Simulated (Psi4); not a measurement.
# MP2/6-31G(d) (density fitting, density fitting for correlation, Cartesian functions, sweep point 6) run of CH6F2Si2 (SMILES C[SiH2][SiH](F)F)

Wanted: the energy of CH6F2Si2. 

The results are computed with Psi4 1.11.

## 1. The structure to begin with

CH6F2Si2 has 11 atoms, charge 0, and is taken as a singlet. SMILES: `C[SiH2][SiH](F)F`. The shape is that of a PBE0-D4/def2-TZVP optimisation.

Bond lengths: C1–Si2 1.875 Å, Si2–Si3 2.344 Å, Si3–F4 1.597 Å, Si3–F5 1.595 Å, C1–H6 1.092 Å, C1–H7 1.092 Å, C1–H8 1.092 Å, Si2–H9 1.489 Å, Si2–H10 1.488 Å, Si3–H11 1.485 Å. Some angles: C1–Si2–Si3 110.5°, Si2–Si3–F4 109.3°, Si2–Si3–F5 110.4°, F4–Si3–F5 106.9°, C1–Si2–H9 110.9°, C1–Si2–H10 111.2°, Si3–Si2–H9 107.6°, Si3–Si2–H10 108.2°, Si2–C1–H6 110.5°, Si2–C1–H7 111.0°.

## 2. A single-point energy at MP2/6-31G(d) (density fitting, density fitting for correlation, Cartesian functions, sweep point 6)

File calc.dat:

```
memory 1600 MB

molecule geom {
  0 1
  C     -1.201900     0.555800     1.159700
  Si    -0.084000     0.821700    -0.321600
  Si     1.152100    -1.117600    -0.774200
  F      0.151700    -2.342900    -0.993500
  F      1.979700    -0.947500    -2.126700
  H     -1.781500     1.457600     1.368100
  H     -0.619700     0.313200     2.051300
  H     -1.899500    -0.263600     0.974200
  H      0.884600     1.924000    -0.066100
  H     -0.873200     1.165400    -1.535900
  H      2.116800    -1.539000     0.272600
  symmetry c1
}

set basis 6-31G*
set scf_type df
set num_frozen_docc 13
set guess sap

e, wfn = energy("mp2", return_wfn=True)
print_variables()
```

On the command line:

```sh
$ psi4 -i calc.dat -o calc.out -n 1
```

What values should one expect? Wanted: total energy; HOMO energy; LUMO energy; HOMO–LUMO gap; correlation energy.

Answer, from the run:

At MP2/6-31G* (density fitting, density fitting for correlation, Cartesian functions, sweep point 6), 13 core orbitals frozen:

| quantity | value |
| --- | --- |
| total energy | -818.83816 Eh |
| HOMO energy (Hartree–Fock orbitals) | -11.16 eV |
| LUMO energy (Hartree–Fock orbitals) | 3.10 eV |
| HOMO–LUMO gap (Hartree–Fock orbitals) | 14.26 eV |
| correlation energy (13 core orbitals frozen) | -634.0 mEh |
